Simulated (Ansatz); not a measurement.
# CH4FIn: the cost of one run

Program: Ansatz 0.2.0. Level of theory: RKS CAM-B3LYP/def2-SVP. These are calculated values, not measurements.

## 1. The starting structure

Bond lengths: F1–C2 1.398 Å, C2–In3 2.248 Å, C2–H4 1.096 Å, C2–H5 1.094 Å, In3–H6 1.730 Å, In3–H7 1.743 Å. Angles: F1–C2–In3 101.0°, F1–C2–H4 106.7°, F1–C2–H5 106.3°, In3–C2–H4 114.0°, In3–C2–H5 117.5°, H4–C2–H5 110.1°, C2–In3–H6 120.2°, C2–In3–H7 123.3°, H6–In3–H7 116.2°.

Structure file:

```xyz
7

F    -1.5289    0.3095   -0.9629
C    -0.6657   -0.6723   -0.4681
In    0.8431    0.5896    0.6212
H    -0.2596   -1.2025   -1.3370
H    -1.2830   -1.3496    0.1299
H     0.3283    1.9570    1.5479
H     2.5657    0.3683    0.4689
```

## 2. Relaxing end A

The input, input.yaml:

```yaml
crystal:
  periodic: [false, false, false]
  atoms:
    - { symbol: F, position_ang: [-1.52889, 0.30954, -0.96287] }
    - { symbol: C, position_ang: [-0.66568, -0.67233, -0.46808] }
    - { symbol: In, position_ang: [0.84312, 0.58958, 0.62125] }
    - { symbol: H, position_ang: [-0.25964, -1.20252, -1.33701] }
    - { symbol: H, position_ang: [-1.28297, -1.34963, 0.12988] }
    - { symbol: H, position_ang: [0.32835, 1.95702, 1.54792] }
    - { symbol: H, position_ang: [2.56571, 0.36834, 0.46892] }
basis:
  gaussian: { orbitals: def2-SVP }
hamiltonian:
  xc: cam_b3lyp
relax:
  f_tol: 0.015
  max_steps: 40
```

On the command line:

```bash
ansatz run input.yaml --threads 1 --pin off --max-ram 2048MiB --backend cpu --events-out ev --progress --plain --runs-dir out
```

**Question.** How long does this run take on 1 thread of Intel Xeon at 2.50GHz (Skylake/Cascade Lake), shared host, and how much memory does it need?

About 1.9 min, with a peak of 0.17 GiB.
